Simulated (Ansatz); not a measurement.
**Bi2Te3: stress in a strained cell**

Bi2Te3 is deformed so: zz strain of -1 %. What stress and forces result, by LAPW, PAW and all-electron datasets made for the crystal?

Method: DFT PBEsol, scalar-relativistic, in Ansatz 0.2.0.

### 1 The starting structure

The structure is trigonal, space group R-3m (No. 166). The conventional cell has a = 4.386 Å, b = 4.386 Å, c = 30.497 Å, α = 90.00°, β = 90.00°, γ = 120.00°. Bi (site symmetry 3m) has 6 Te at 3.07 to 3.25 Å as nearest neighbours. Te (site symmetry -3m) is surrounded by 6 Bi at 3.25 Å. Around Te (site symmetry 3m) lie 3 Bi at 3.07 Å.

Coordinates:

```
CELL_PARAMETERS angstrom
2.19300 1.26613 10.16567
-2.19300 1.26613 10.16567
0.00000 -2.53226 10.16567
ATOMIC_POSITIONS crystal
Bi 0.40000 0.40000 0.40000
Bi 0.60000 0.60000 0.60000
Te 0.00000 0.00000 0.00000
Te 0.20950 0.20950 0.20950
Te 0.79050 0.79050 0.79050
```

Atoms are numbered in the order of the input: Bi1, Bi2, Te3, Te4, Te5.

### 2 After the deformation

Space group R-3m before, R-3m after.

### 3 All-electron LAPW

File input.yaml:

```yaml
crystal:
  lattice:
    - [2.1930005584, 1.2661294627, 10.0640133]
    - [-2.1930005584, 1.2661294627, 10.0640133]
    - [0.0, -2.5322589254, 10.0640133]
  atoms:
    - { symbol: Bi, position: [0.4, 0.4, 0.4] }
    - { symbol: Bi, position: [0.6, 0.6, 0.6] }
    - { symbol: Te, position: [0.0, 0.0, 0.0] }
    - { symbol: Te, position: [0.2095, 0.2095, 0.2095] }
    - { symbol: Te, position: [0.7905, 0.7905, 0.7905] }
kpoints:
  mp_grid: { grid: [7, 7, 7] }
  band_path:
    path:
      - [0.0, 0.0, 0.0]
      - [0.5, 0.5, 0.5]
      - [0.8227816301, 0.1772183699, 0.5]
      - [0.5, -0.1772183699, 0.1772183699]
      - [0.5, 0.0, 0.0]
      - [0.0, 0.0, 0.0]
      - [0.3386091849, -0.3386091849, 0.0]
      - [0.6613908151, 0.0, 0.3386091849]
      - [0.5, 0.0, 0.5]
    npoints: 5
scf:
  occupations: { method: fermi_dirac, width: 0.08 }
hamiltonian:
  xc: pbesol
  pseudopotentials: { kind: all_electron, lapw: { basis_error: 0.001 } }
output:
  forces: true
  stress: true
  eigenvalues: true
```

On the command line:

```sh
$ ansatz run input.yaml --threads 2 --pin off --max-ram 8192MiB --backend cpu --events-out ev --progress --plain --runs-dir out
```

### 4 PAW on the default files

File input.yaml:

```yaml
crystal:
  lattice:
    - [2.1930005584, 1.2661294627, 10.0640133]
    - [-2.1930005584, 1.2661294627, 10.0640133]
    - [0.0, -2.5322589254, 10.0640133]
  atoms:
    - { symbol: Bi, position: [0.4, 0.4, 0.4] }
    - { symbol: Bi, position: [0.6, 0.6, 0.6] }
    - { symbol: Te, position: [0.0, 0.0, 0.0] }
    - { symbol: Te, position: [0.2095, 0.2095, 0.2095] }
    - { symbol: Te, position: [0.7905, 0.7905, 0.7905] }
kpoints:
  mp_grid: { grid: [7, 7, 7] }
scf:
  occupations: { method: fermi_dirac, width: 0.08 }
hamiltonian:
  xc: pbesol
  pseudopotentials: { kind: paw }
output:
  forces: true
  stress: true
  eigenvalues: true
  efg: { contact_densities: true }
  write_density: true
  write_potential: true
  elf: true
  volumetric_format: npy
```

### 5 All-electron PAW on datasets made for the crystal

Changes to input.yaml since step 4:

```diff
@@ -17,3 +17,3 @@
   xc: pbesol
-  pseudopotentials: { kind: paw }
+  pseudopotentials: { kind: all_electron, datasets: crystal }
 output:
@@ -23,5 +23 @@
   efg: { contact_densities: true }
-  write_density: true
-  write_potential: true
-  elf: true
-  volumetric_format: npy
```

(Steps that only read results are left out.)

Q: Predict the outcome of this session. Wanted: pressure; largest shear or deviatoric stress.

**Answer**, as computed:

```
                                 quantity                                              value
                                 pressure  LAPW -0.03, PAW -0.05, crystal datasets -0.04 GPa
largest shear or deviatoric stress (LAPW)                                           0.03 GPa
```

**Reading.** The largest part of the stress beyond the pressure is 0.03 GPa in size, in the zz component; the atoms are carried along and not relaxed. No run of the undeformed cell stands beside it, so the pressure holds what the given cell had before the change. PAW: stress within 0.02 GPa of LAPW, forces within 2 meV/Å. Crystal datasets: stress within 0.01 GPa of LAPW, forces within 1 meV/Å. Spin-orbit coupling is left out, though the cell holds Bi; in elements this heavy it can shift bands and gaps by tenths of an eV.
